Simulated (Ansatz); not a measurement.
# Mn2ZnAs2 (P1) in Ansatz: convergence with scf convergence dr2 threshold

Aim: find how far scf convergence dr2 threshold must go before the results for Mn2ZnAs2 settle, at PBE. This setting moves, with any that are tied to it; all else stays.

Everything below comes from runs of Ansatz 0.2.0. Logs are shortened: lines on timing, memory, paths and dates and some standing lists are left out, and cuts for length are marked.

### 1 The cell of the first run

The typed cell holds 5 atoms: a = 4.099 Å, b = 4.099 Å, c = 6.572 Å, α = 90.00°, β = 90.00°, γ = 120.00°.

The cell isn't the ideal one: atoms moved at random, drawn with an rms of 0.05 Å.

### 2 With scf convergence dr2 threshold 0.01

input.yaml reads:

```yaml
crystal:
  lattice:
    - [4.099, 0.0, 0.0]
    - [-2.0495, 3.5498381301, 0.0]
    - [0.0, 0.0, 6.572]
  atoms:
    - { symbol: As, position: [0.6729, 0.352718, 0.229365] }
    - { symbol: As, position: [0.333053, 0.681176, 0.766598] }
    - { symbol: Zn, position: [0.000763, 0.008355, 0.004497] }
    - { symbol: Mn, position: [0.657323, 0.31622, 0.630545], spin: 4.0 }
    - { symbol: Mn, position: [0.331496, 0.666486, 0.372457], spin: 4.0 }
hamiltonian:
  xc: pbe
  pseudopotentials: { kind: paw }
magnetization:
  spin_polarized: true
kpoints:
  mp_grid: { grid: [6, 6, 3] }
scf:
  occupations: { method: methfessel_paxton, width: 0.1 }
  convergence: { dr2_threshold: 0.01 }
output:
  forces: true
  stress: true
  eigenvalues: true
```

Potentials or basis: Ansatz PAW.

Run with:

```
$ ansatz run input.yaml --threads 2 --pin off --max-ram 5632MiB --backend cpu --events-out ev --progress --plain --runs-dir out
```

It took 57 s on 2 threads of Arm Neoverse V2, shared host; peak memory 0.78 GiB.

What came out:

```
Free energy            : -20828.6764 eV
Pressure               : -2.8 GPa
Largest force          : 0.910 eV/Å
Band gap on the k mesh : none (metal or under the smearing width)
Net moment             : -0.02 μB per cell
Absolute moment        : 8.16 μB per cell
Site moments           : As +0.00, -0.01; Zn -0.01; Mn +3.55, -3.61 μB
```

### 3 With scf convergence dr2 threshold 0.001

input.yaml, as its differences from that of step 2:

```diff
@@ -20,3 +20,3 @@
   occupations: { method: methfessel_paxton, width: 0.1 }
-  convergence: { dr2_threshold: 0.01 }
+  convergence: { dr2_threshold: 0.001 }
 output:
```

Potentials or basis: Ansatz PAW.

Run with:

```
$ ansatz run input.yaml --threads 2 --pin off --max-ram 5632MiB --backend cpu --events-out ev --progress --plain --runs-dir out
```

It took 57 s on 2 threads of Arm Neoverse V2, shared host; peak memory 0.78 GiB.

What came out:

```yaml
Free_energy: -20828.6763 eV
Pressure: -2.8 GPa
Largest_force: 0.910 eV/Å
Band_gap_on_the_k_mesh: none (metal or under the smearing width)
Net_moment: -0.02 μB per cell
Absolute_moment: 8.16 μB per cell
Site_moments: As +0.00, -0.01; Zn -0.01; Mn +3.55, -3.61 μB
```

### 4 With scf convergence dr2 threshold 0.0001

input.yaml, as its differences from that of step 3:

```diff
@@ -20,3 +20,3 @@
   occupations: { method: methfessel_paxton, width: 0.1 }
-  convergence: { dr2_threshold: 0.001 }
+  convergence: { dr2_threshold: 0.0001 }
 output:
```

Run with:

```
$ ansatz run input.yaml --threads 2 --pin off --max-ram 5632MiB --backend cpu --events-out ev --progress --plain --runs-dir out
```

It took 60 s on 2 threads of Arm Neoverse V2, shared host; peak memory 0.78 GiB.

Results:

- Free energy: -20828.6764 eV
- Pressure: -2.8 GPa
- Largest force: 0.909 eV/Å
- Band gap on the k mesh: none (metal or under the smearing width)
- Net moment: -0.03 μB per cell
- Absolute moment: 8.16 μB per cell
- Site moments: As +0.00, -0.01; Zn -0.01; Mn +3.55, -3.61 μB

### 5 With scf convergence dr2 threshold 1e-05

input.yaml, as its differences from that of step 4:

```diff
@@ -20,3 +20,3 @@
   occupations: { method: methfessel_paxton, width: 0.1 }
-  convergence: { dr2_threshold: 0.0001 }
+  convergence: { dr2_threshold: 1.0e-05 }
 output:
```

Run with:

```
$ ansatz run input.yaml --threads 2 --pin off --max-ram 5632MiB --backend cpu --events-out ev --progress --plain --runs-dir out
```

Run time: 59 s. Hardware: 2 threads of Arm Neoverse V2, shared host; peak memory 0.78 GiB.

Results:

| Item | Value |
| --- | --- |
| Free energy | -20828.6764 eV |
| Pressure | -2.8 GPa |
| Largest force | 0.909 eV/Å |
| Band gap on the k mesh | none (metal or under the smearing width) |
| Net moment | -0.03 μB per cell |
| Absolute moment | 8.16 μB per cell |
| Site moments | As +0.00, -0.01; Zn -0.01; Mn +3.55, -3.61 μB |

### 6 With scf convergence dr2 threshold 1e-06

input.yaml, as its differences from that of step 5:

```diff
@@ -20,3 +20,3 @@
   occupations: { method: methfessel_paxton, width: 0.1 }
-  convergence: { dr2_threshold: 1.0e-05 }
+  convergence: { dr2_threshold: 1.0e-06 }
 output:
```

Potentials or basis: Ansatz PAW.

Run with:

```
$ ansatz run input.yaml --threads 2 --pin off --max-ram 5632MiB --backend cpu --events-out ev --progress --plain --runs-dir out
```

Wall time 59 s (2 threads of Arm Neoverse V2, shared host); peak memory 0.78 GiB.

It converged, with:

```
Free energy            : -20828.6764 eV
Pressure               : -2.8 GPa
Largest force          : 0.909 eV/Å
Band gap on the k mesh : none (metal or under the smearing width)
Net moment             : -0.03 μB per cell
Absolute moment        : 8.16 μB per cell
Site moments           : As +0.00, -0.01; Zn -0.01; Mn +3.55, -3.61 μB
```

### 7 With scf convergence dr2 threshold 1e-07

input.yaml, as its differences from that of step 6:

```diff
@@ -20,3 +20,3 @@
   occupations: { method: methfessel_paxton, width: 0.1 }
-  convergence: { dr2_threshold: 1.0e-06 }
+  convergence: { dr2_threshold: 1.0e-07 }
 output:
```

Run with:

```
$ ansatz run input.yaml --threads 2 --pin off --max-ram 5632MiB --backend cpu --events-out ev --progress --plain --runs-dir out
```

It took 58 s on 2 threads of Arm Neoverse V2, shared host; peak memory 0.78 GiB.

The run converged. Its results:

```yaml
Free_energy: -20828.6764 eV
Pressure: -2.8 GPa
Largest_force: 0.909 eV/Å
Band_gap_on_the_k_mesh: none (metal or under the smearing width)
Net_moment: -0.03 μB per cell
Absolute_moment: 8.16 μB per cell
Site_moments: As +0.00, -0.01; Zn -0.01; Mn +3.55, -3.61 μB
```

### 8 With scf convergence dr2 threshold 1e-09

input.yaml, as its differences from that of step 7:

```diff
@@ -20,3 +20,3 @@
   occupations: { method: methfessel_paxton, width: 0.1 }
-  convergence: { dr2_threshold: 1.0e-07 }
+  convergence: { dr2_threshold: 1.0e-09 }
 output:
```

Run with:

```
$ ansatz run input.yaml --threads 2 --pin off --max-ram 5632MiB --backend cpu --events-out ev --progress --plain --runs-dir out
```

Wall time 61 s (2 threads of Arm Neoverse V2, shared host); peak memory 0.78 GiB.

Results (log left out):

```yaml
Free_energy: -20828.6764 eV
Pressure: -2.8 GPa
Largest_force: 0.909 eV/Å
Band_gap_on_the_k_mesh: none (metal or under the smearing width)
Net_moment: -0.03 μB per cell
Absolute_moment: 8.16 μB per cell
Site_moments: As +0.00, -0.01; Zn -0.01; Mn +3.55, -3.61 μB
```

### 9 With scf convergence dr2 threshold 1e-11

input.yaml, as its differences from that of step 8:

```diff
@@ -20,3 +20,3 @@
   occupations: { method: methfessel_paxton, width: 0.1 }
-  convergence: { dr2_threshold: 1.0e-09 }
+  convergence: { dr2_threshold: 1.0e-11 }
 output:
```

Potentials or basis: Ansatz PAW.

Run with:

```
$ ansatz run input.yaml --threads 2 --pin off --max-ram 5632MiB --backend cpu --events-out ev --progress --plain --runs-dir out
```

The program printed:

```text
Warning: RAYON_NUM_THREADS=2 ignored (pool sized by the plan → 2); use --threads N
Engine: ansatz 0.2.0, aarch64-unknown-linux-gnu
Pseudopotentials: kind: paw
Pseudopotential: As, paw, valence charge 15, recommended cutoff 420 eV (normal), As.paw.azcp
Pseudopotential: Zn, paw, valence charge 12, recommended cutoff 420 eV (normal), Zn.paw.azcp
Pseudopotential: Mn, paw, valence charge 15, recommended cutoff 420 eV (normal), Mn.paw.azcp
Functional definition: PBE
  parameter kappa = 0.804
  parameter beta = 0.06672455060314922
  exchange = pbe_x(kappa = kappa, mu = beta*pi^2/3)
  correlation = pbe_c(beta = beta)
Crystal: 5 atoms, lattice volume = 95.628 Å³
Basis set: ecut = 420 eV, 1809 PW (Γ), exchange–correlation on 60×60×90 points (8 copies of the dense FFT grid, shifted against one another)
Bands: 48, of which v1, the nominal top of the filled ones, is band 36 counted from 1 (35 counted from 0)
Symmetry: 1 space group operations
Space group: P1 (ITA 1), of the structure as read, at distance tolerance 4.6e-5 Å
Magnetic group: BNS 1.1 (UNI 1), of the structure as read, at distance tolerance 4.6e-5 Å
[... 70 lines left out ...]
  E_band       = -1009.100278
  E_kinetic    = 938.218956
  E_local      = -9554.399069  (includes V_loc(G=0)·N_el)
  E_nonlocal   = -228.187639
  E_hartree    = 4438.943209
  E_xc         = -517.799483
  E_vxc        = -494.559693  (∫ρ·V_xc dr)
  E_paw        = -8109.678515  (= ΣΔE_a)
  E_vpaw       = -548.058971  (= ΣTr[D̂ρ^β])
  E_aug_tail   = -0.000362  (compensation charges beyond the density's cutoff)
  E_ewald      = -7795.774098
  E_smearing   = 0.000589  (= −TS)
  E_closure    = -0.000000  (closes the sum)
  Σ components = -20828.676412   (vs F -20828.676412, Δ=0.00e0)
--- Forces (eV/Å), atoms counted from 1 ---
  atom   1  As     0.03937242    -0.32114087     0.47268642
  atom   2  As     0.09420368    -0.59985033    -0.30216201
  atom   3  Zn    -0.00271331     0.02056138    -0.02979623
  atom   4  Mn    -0.08734407     0.66773442    -0.61060464
  atom   5  Mn    -0.04351866     0.23269521     0.46987608
  max |Σ_I F_I| component: 3.85e-7 eV/Å
--- Stress (GPa, compression-positive) ---
       -2.419156       0.161566       0.102219
        0.161566      -1.239573      -0.234365
        0.102219      -0.234365      -4.729593
  P = ⅓ Tr σ = -2.7961 GPa (-27.961 kbar)
--- Band table (eV; the first three rows and the last of 112) ---
  k-point 0 ↑: bands = ["-70.5727", "-66.6114", "-39.3939", "-39.3476", "-39.2382", "-35.4466", "-35.4442", "-35.4286", "-24.6516", "-24.6490", "-24.6389", "-24.6347", "-24.6338", "-24.6065", "-24.6058", "-24.5969", "-24.5888", "-24.5861", "-1.5411", "-0.2001", "3.3558", "3.3593", "3.3661", "3.4752", "3.4769", "5.0364", "6.9701", "7.0276", "7.5338", "7.8474", "7.8524", "8.9304", "8.9586", "10.3574", "11.1517", "11.2628", "11.2897", "11.7527", "11.8357", "12.5001", "13.2671", "13.3182", "13.9756", "15.6403", "15.7549", "16.3283", "17.1213", "17.2394"]
  k-point 1 ↑: bands = ["-70.5727", "-66.6115", "-39.3939", "-39.3476", "-39.2382", "-35.4467", "-35.4443", "-35.4286", "-24.6516", "-24.6490", "-24.6389", "-24.6347", "-24.6338", "-24.6065", "-24.6058", "-24.5969", "-24.5888", "-24.5861", "-1.2995", "-0.5879", "3.3543", "3.3587", "3.3991", "3.4753", "3.4770", "5.5162", "6.9771", "7.0306", "7.4199", "7.7958", "7.8013", "9.0238", "9.0270", "9.4584", "11.0303", "11.1191", "11.8070", "12.0627", "12.1642", "13.0012", "13.2420", "13.3136", "13.5673", "14.8339", "14.9331", "16.2469", "16.9433", "17.3250"]
  k-point 2 ↑: bands = ["-70.5727", "-66.6114", "-39.3940", "-39.3480", "-39.2381", "-35.4470", "-35.4444", "-35.4287", "-24.6517", "-24.6488", "-24.6389", "-24.6346", "-24.6338", "-24.6064", "-24.6058", "-24.5971", "-24.5888", "-24.5860", "-1.3194", "-0.1125", "3.3729", "3.3790", "3.4100", "3.4685", "3.4769", "5.2410", "6.6553", "7.1342", "7.3395", "7.8491", "7.8641", "8.2745", "8.7427", "9.9597", "10.3336", "10.9122", "11.1816", "11.6606", "11.9495", "12.9393", "13.2577", "13.3940", "14.1656", "15.0142", "16.1393", "16.3541", "17.2036", "17.3394"]
  k-point 55 ↓: bands = ["-70.5911", "-66.6071", "-39.4027", "-39.3912", "-39.2419", "-35.4547", "-35.4310", "-35.4237", "-24.6511", "-24.6495", "-24.6433", "-24.6347", "-24.6308", "-24.6076", "-24.6046", "-24.5940", "-24.5908", "-24.5881", "-0.2326", "-0.0617", "3.3414", "3.3763", "3.4673", "3.5204", "3.5741", "4.7867", "5.7141", "6.9206", "7.2102", "7.9520", "7.9815", "8.2007", "8.6340", "8.8672", "9.5618", "9.6661", "10.7364", "11.4921", "11.8419", "12.0528", "12.3423", "12.4973", "14.1596", "15.3626", "16.1277", "16.6596", "17.4179", "19.4447"]
```

Wall time 66 s (2 threads of Arm Neoverse V2, shared host); peak memory 0.78 GiB.

Results:

* Free energy: -20828.6764 eV
* Pressure: -2.8 GPa
* Largest force: 0.909 eV/Å
* Band gap on the k mesh: none (metal or under the smearing width)
* Net moment: -0.03 μB per cell
* Absolute moment: 8.16 μB per cell
* Site moments: As +0.00, -0.01; Zn -0.01; Mn +3.55, -3.61 μB

### 10 The series at a glance

```
scf convergence dr2 threshold  energy less the tightest run, at zero smearing (meV/atom)  SCF cycles  CPU time (s)  peak memory (GiB)
                         0.01                                                       0.01          22           110               0.78
                        0.001                                                       0.02          22           110               0.78
                       0.0001                                                       0.00          24           120               0.78
                        1e-05                                                       0.00          24           120               0.78
                        1e-06                                                       0.00          25           120               0.78
                        1e-07                                                       0.00          27           110               0.78
                        1e-09                                                       0.00          30           120               0.78
                        1e-11                                                       0.00          34           130               0.78
```

Against the tightest run, the energy stays within 1 meV/atom from 0.01 on. The tightest run that finished is the yardstick and may itself not be fully converged.

Caveats: the starting moments weren't kept.
